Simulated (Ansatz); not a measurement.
# B2ClH3Se: one species, many methods

An exercise on one series of results from a longer session: the logs are not shown, and one member is left open.

The runs use Ansatz 0.2.0, Gaussian basis; functionals in def2-TZVPP, the program's frozen cores in correlated methods.

Plan: LDA (SPW92), PBE-D4, revPBE-D4, BLYP-D4, r2SCAN-D4, B97M-V, PBE0-D4, B3LYP-D4, r2SCANh-D4, r2SCAN0-D4, HSE06-D4, BHLYP-D4, CAM-B3LYP-D4, LC-ωPBE, ωB97X-V, ωB97M-V, B2PLYP, PBE-QIDH; CCSD(T)/def2-SVP; CCSD(T)/def2-TZVPP; MP2/def2-QZVPP; extrapolation to the limit; RPA on PBE.

### The relaxed structure

An earlier PBE0-D4 in a triple-zeta def2 set relaxation fixed the geometry.

SMILES `ClBB[SeH]`, 7 atoms, charge 0, spin multiplicity 1.

Atoms are counted from 1 here; the program's logs count them from 0.

Bond lengths: Cl1–B2 1.749 Å, B2–B3 1.665 Å, B2–H5 1.196 Å, B3–Se4 1.905 Å, B3–H6 1.195 Å, Se4–H7 1.470 Å. Angles: Cl1–B2–B3 119.6°, Cl1–B2–H5 115.6°, B3–B2–H5 124.7°, B2–B3–Se4 120.7°, B2–B3–H6 121.7°, Se4–B3–H6 117.7°, B3–Se4–H7 97.7°.

Set-up of the first run:

The input, in.yaml:

```yaml
crystal:
  periodic: [false, false, false]
  atoms:
    - {symbol: Cl, position_ang: [-1.089289, -1.806494, 1.524121]}
    - {symbol: B, position_ang: [-0.041402, -0.436189, 1.237036]}
    - {symbol: B, position_ang: [-0.115492, 0.366432, -0.220382]}
    - {symbol: Se, position_ang: [0.949792, -0.198415, -1.695768]}
    - {symbol: H, position_ang: [0.671361, -0.130267, 2.147179]}
    - {symbol: H, position_ang: [-0.823705, 1.315216, -0.378811]}
    - {symbol: H, position_ang: [0.510036, 0.821717, -2.659075]}
basis:
  gaussian: {orbitals: def2-TZVPP}
hamiltonian: {xc: lda}
output: {orbitals: {seedname: orbitals}}
```

Launch:

```bash
$ ansatz run in.yaml --threads 2 --pin off --events-out ev --progress --plain --max-ram 4352MiB
```

Among the steps run: LDA; PBE-D4 (GGA); revPBE-D4 (GGA); BLYP-D4 (GGA); r2SCAN-D4 (meta-GGA); B97M-V (meta-GGA); B3LYP-D4 (hybrid); r2SCANh-D4 (hybrid); r2SCAN0-D4 (hybrid); HSE06-D4 (hybrid); BHLYP-D4 (hybrid); CAM-B3LYP-D4 (range-separated); LC-ωPBE (range-separated); ωB97X-V (range-separated); ωB97M-V (range-separated); B2PLYP (double hybrid); PBE-QIDH (double hybrid).

One table of the session follows, with a row left open; its other results are not shown here.

It belongs to the step «Orbital energies across the functionals». 

```
  functional  HOMO (eV)  LUMO (eV)  gap (eV)
 LDA (SPW92)      -6.79      -3.01      3.78
      PBE-D4      -6.71      -2.75      3.96
   revPBE-D4          ?          ?         ?
     BLYP-D4      -6.60      -2.58      4.03
   r2SCAN-D4      -7.02      -2.47      4.54
      B97M-V      -7.10      -2.50      4.60
     PBE0-D4      -7.97      -1.84      6.13
    B3LYP-D4      -7.72      -2.02      5.70
  r2SCANh-D4      -7.50      -2.15      5.35
  r2SCAN0-D4      -8.14      -1.67      6.47
    HSE06-D4      -7.58      -2.22      5.35
    BHLYP-D4      -8.86      -0.81      8.05
CAM-B3LYP-D4      -9.20      -0.72      8.48
     LC-ωPBE     -10.57       0.41     10.98
     ωB97X-V     -10.21       0.33     10.54
     ωB97M-V     -10.10       0.13     10.23
```

Q: Estimate the row for revPBE-D4 from the others.

The run gave: HOMO (eV): -6.67; LUMO (eV): -2.65; gap (eV): 4.02. In the column «HOMO (eV)» it lies between PBE-D4 (-6.71) and BLYP-D4 (-6.60).
